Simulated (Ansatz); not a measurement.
# TaAs: the cost of one run

Computed with Ansatz 0.2.0 (DFT PBE, scalar-relativistic, plane waves, PAW, unless a step's input says otherwise).

**1. The system as given**

Symmetry: I4_1md, No. 109, tetragonal system. The conventional cell has a = 3.444 Å, b = 3.444 Å, c = 11.736 Å, α = 90.00°, β = 90.00°, γ = 90.00°. Ta (site symmetry 2mm) is surrounded by 6 As at 2.61 to 2.62 Å. As (site symmetry 2mm) has 6 Ta at 2.61 to 2.62 Å as nearest neighbours.

As a file:

```xyz
4
Lattice="-1.7218 1.7218 5.8679 1.7218 -1.7218 5.8679 1.7218 1.7218 -5.8679" Properties=species:S:1:pos:R:3 pbc="T T T"
Ta    1.7218    0.0000    2.9336
Ta    0.0000    0.0000    5.8676
As    0.0000    1.7218    3.9037
As    0.0000    0.0000    0.9698
```

The structure rests on an entry of the Materials Project (structure only); cell or positions may have been set otherwise for this series.

**2. Relaxing the atoms: TaAs, no spin**

input.yaml

```yaml
crystal:
  lattice:
    - [-1.7218133622, 1.7218133622, 5.8679415361]
    - [1.7218133622, -1.7218133622, 5.8679415361]
    - [1.7218133622, 1.7218133622, -5.8679415361]
  atoms:
    - { symbol: Ta, position: [0.2499673, 0.7499673, 0.5] }
    - { symbol: Ta, position: [0.4999673, 0.4999673, 0.0] }
    - { symbol: As, position: [0.83263212, 0.33263212, 0.5] }
    - { symbol: As, position: [0.08263212, 0.08263212, 0.0] }
scf:
  occupations: { method: gaussian, width: 0.05 }
output:
  forces: true
  stress: true
  eigenvalues: true
  write_density: true
  write_potential: true
  elf: true
  volumetric_format: npy
kpoints:
  mp_grid: { grid: [9, 9, 9] }
hamiltonian:
  xc: pbe
relax:
  f_tol: 0.003
  max_steps: 60
```

Launch:

```
$ ansatz run input.yaml --threads 8 --pin off --max-ram 32768MiB --backend cpu --events-out ev --progress --plain --runs-dir out
```

Q: Estimate wall time and peak memory on 8 threads of Intel Xeon Platinum 8259CL at 2.50GHz (Skylake/Cascade Lake), shared host.

About 7.2 s, with a peak of 0.61 GiB.
